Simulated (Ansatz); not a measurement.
Crystal: HfIn4SiO6.

```
Hf In Si O
1.0
     2.71585   -4.70357    0.00833
     2.71585    4.70357    0.00833
    -1.87915    0.00000    7.40127
Hf In Si O
1 4 1 6
Direct
  0.78835 0.21165 0.00000
  0.62175 0.37825 0.50000
  0.45502 0.54498 0.00000
  0.28407 0.71593 0.50000
  0.95814 0.04186 0.50000
  0.12168 0.87832 0.00000
  0.06219 0.11415 0.86666
  0.88585 0.93781 0.13334
  0.79490 0.53784 0.86663
  0.46216 0.20510 0.13337
  0.15352 0.62879 0.13333
  0.37121 0.84648 0.86667
```

The cell was built by a generator and needn't be a form met in nature.

* Program: Ansatz 0.2.0
* Task: relaxation of cell and atoms
* Functional: BLYP
* Potentials or basis: Ansatz PAW
* Cutoff: 420 eV (not typed: the program's choice for these potentials)
* k mesh: 4 × 4 × 3
* Occupations: fermi-dirac, width 0.05 eV
* Spin: no spin polarisation

At the start: volume 15.77 Å³/atom.

Task: How do energy, volume and symmetry change on relaxing?

Result: It ends after 8 steps and the volume is 16.46 Å³/atom (+4.4 %); space group C2 (No. 5, to 0.05 Å).

The path:
```tsv
step	energy change (eV)	largest force (eV/Å)	volume (Å³)
1	0.0000	0.1488	189.24
2	-0.0103	0.3081	200.45
3	-0.0519	0.1105	196.93
4	-0.0545	0.0473	196.68
5	-0.0547	0.0072	196.78
6	-0.0850	0.0074	196.78
7	-0.0833	0.0068	197.51
8	-0.0859	0.0069	197.51
```

Final structure:
```
Hf In Si O
1.0
     2.74338   -4.75224    0.01171
     2.74338    4.75224    0.01171
    -1.88948    0.00000    7.56680
Hf In Si O
1 4 1 6
Direct
  0.78827 0.21173 0.00000
  0.62127 0.37873 0.50000
  0.45489 0.54511 0.00000
  0.28530 0.71470 0.50000
  0.95801 0.04199 0.50000
  0.12159 0.87841 0.00000
  0.06186 0.11428 0.86894
  0.88572 0.93814 0.13106
  0.79693 0.53840 0.86893
  0.46160 0.20307 0.13107
  0.15060 0.62720 0.13097
  0.37280 0.84940 0.86903
```

Caveat: the plane-wave basis is chosen anew once the cell has moved, so the energies of steps on either side of that aren't comparable; the pressure holds a Pulay correction of +0.5 GPa for the finite cutoff; the PAW data sets come from PBE, with cores solved anew for the run's functional, which leaves a small shift of forces and pressure.
